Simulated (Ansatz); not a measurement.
# Al3Ni5: the cost of one run

Computed with Ansatz 0.2.0 (DFT PBEsol, scalar-relativistic, plane waves, PAW, unless a step's input says otherwise).

1 further run of the same task is left out (set aside as unsound or not needed). Runs told in other sessions of the task aren't counted.

## 1. Starting point

Symmetry: Cmmm, No. 65, orthorhombic system. The conventional cell has a = 6.587 Å, b = 7.384 Å, c = 3.720 Å, α = 90.00°, β = 90.00°, γ = 90.00°. Al (site symmetry mmm) is surrounded by 8 Ni at 2.37 to 2.47 Å. Al (site symmetry m2m) has 10 Ni at 2.44 to 2.54 Å and 2 Al at 2.78 Å in its first shell of neighbours. Ni (site symmetry mmm) has 4 Al at 2.47 Å and 8 Ni at 2.47 to 2.60 Å in its first shell of neighbours. Ni (site symmetry 2/m) is surrounded by 6 Al at 2.47 to 2.49 Å and 6 Ni at 2.47 to 2.63 Å. Ni (site symmetry 2mm) has 6 Al at 2.37 to 2.54 Å and 6 Ni at 2.60 to 2.63 Å in its first shell of neighbours.

Coordinates:

```xyz
8
Lattice="3.2933 -3.6919 0.0000 3.2933 3.6919 0.0000 0.0000 0.0000 3.7204" Properties=species:S:1:pos:R:3 pbc="T T T"
Al    3.2933    0.0000    0.0000
Al    3.2933   -2.0652    1.8602
Al    3.2933    2.0652    1.8602
Ni    0.0000    0.0000    0.0000
Ni    1.6467    1.8460    0.0000
Ni    1.6467   -1.8460    0.0000
Ni    1.8195    0.0000    1.8602
Ni    4.7672    0.0000    1.8602
```

It goes back to an entry of the Materials Project, which need not be the stable form.

This cell was relaxed beforehand with the same method: volume 11.31 Å³/atom, gap on the mesh none (metal).

## 2. The reference cell

Reference values: F = -30603.1417 eV; pressure 0.03 GPa; largest force 0.003 eV/Å; gap on the mesh none (metal). It was computed beforehand with the settings of the runs below.

## 3. Next: a two-dimensional strain map

The cell is strained by p along both x and y and by q along z, with fractional coordinates fixed.

## 4. At p = -0.050, q = -0.050

The input, input.yaml:

```yaml
crystal:
  lattice:
    - [3.1286656596, -3.5073407196, 0.0]
    - [3.1286656596, 3.5073407196, 0.0]
    - [0.0, 0.0, 3.5343368404]
  atoms:
    - { symbol: Al, position: [0.5, 0.5, 0.0] }
    - { symbol: Al, position: [0.7796888788, 0.2203111212, 0.5] }
    - { symbol: Al, position: [0.2203111212, 0.7796888788, 0.5] }
    - { symbol: Ni, position: [0.0, 0.0, 0.0] }
    - { symbol: Ni, position: [0.0, 0.5, 0.0] }
    - { symbol: Ni, position: [0.5, 0.0, 0.0] }
    - { symbol: Ni, position: [0.276237307, 0.276237307, 0.5] }
    - { symbol: Ni, position: [0.723762693, 0.723762693, 0.5] }
basis:
  ecutwfc: 420
kpoints:
  mp_grid: { grid: [8, 8, 10] }
hamiltonian:
  xc: pbesol
scf:
  occupations: { method: gaussian, width: 0.15 }
output:
  forces: true
  stress: true
  eigenvalues: true
```

On the command line:

```
> ansatz run input.yaml --threads 2 --pin off --max-ram 5120MiB --backend cpu --events-out ev --progress --plain --runs-dir out
```

**Question.** How long does this run take on 2 threads of Intel Xeon Platinum 8488C (Sapphire Rapids), shared host, and how much memory does it need?

About 13 s, with a peak of 0.72 GiB.
